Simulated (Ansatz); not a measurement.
# CuCl (quintet): the correlation ladder, def2-SVP

An exercise on one series of results from a longer session: the logs are not shown, and one member is left open.

Program: Ansatz 0.2.0, Gaussian basis. Level of theory: def2-SVP, core rule «outside noble gas», up to 14 orbitals frozen. These are calculated values, not measurements.

Plan: UHF; CCSD(T) on ROHF; CCSD(T) on UHF; CISD; CCSDT(Q) on ROHF; CCSDT(Q) on UHF; CASSCF and MRCISD+Q, 12 electrons in 11 orbitals; CASSCF and NEVPT2, 12 electrons in 11 orbitals.

20 further runs of the same task are left out: 2 for a known fault of the program, 6 that didn't finish, 12 set aside as unsound or not needed.

### The geometry

The geometry is a PBE0/def2-TZVP stationary point (not a proven minimum) of the parent state, kept for this charge and spin.

2 atoms, charge 0, spin multiplicity 5.

Atoms are counted from 1 here; the program's logs count them from 0.

Bond lengths: Cu1–Cl2 2.141 Å.

The first run:

The input, in.yaml:

```yaml
crystal:
  periodic: [false, false, false]
  atoms:
    - {symbol: Cu, position_ang: [0.000000, 0.000000, 0.000000]}
    - {symbol: Cl, position_ang: [0.000000, 0.000000, 2.140600]}
basis:
  gaussian: {orbitals: def2-SVP}
magnetization: {spin_polarized: true, initial_magnetization: 4}
hamiltonian: {xc: hf}
output: {orbitals: {seedname: orbitals}}
```

Run with:

```console
> ansatz run in.yaml --threads 1 --pin off --events-out ev --progress --plain --max-ram 2393MiB
```

Among the steps run: UHF; CCSD(T) on ROHF; CCSD(T) on UHF; CISD; CCSDT(Q) on ROHF; CCSDT(Q) on UHF; CASSCF and MRCISD+Q, 12 electrons in 11 orbitals; CASSCF and NEVPT2, 12 electrons in 11 orbitals.

One table of the session follows, with a row left open; its other results are not shown here.

```
           method  from RCCSDT(Q) (kJ/mol)
             ROHF                   +888.7
              UHF                   +870.6
             RMP2                    +57.3
             UMP2                    +54.1
             CISD                    +87.2
            RCCSD                    +29.7
            UCCSD                        ?
         RCCSD(T)                     +4.7
         UCCSD(T)                     +0.6
           RCCSDT                     -1.3
           UCCSDT                     -4.2
        RCCSDT(Q)                        0
        UCCSDT(Q)                     -3.1
  CASSCF frontier                   +759.0
  MRCISD frontier                    +65.5
MRCISD+Q frontier                    +15.8
```

**Question.** Estimate the row for UCCSD.

As computed: from RCCSDT(Q) (kJ/mol): +25.1. In the column «from RCCSDT(Q) (kJ/mol)» it lies between MRCISD+Q frontier (+15.8) and RCCSD (+29.7).

Not comparable, so not listed: CASSCF and NEVPT2, 12 electrons in 11 orbitals (they don't share determinant, frozen orbitals or solution with the rows shown, or repeat one).

Limits of these values: Restricted and unrestricted rows rest on different reference determinants; where their highest levels disagree by more than a few hundredths of an eV, they describe different states and don't form one ladder. Warnings in the runs' records: passed over end.
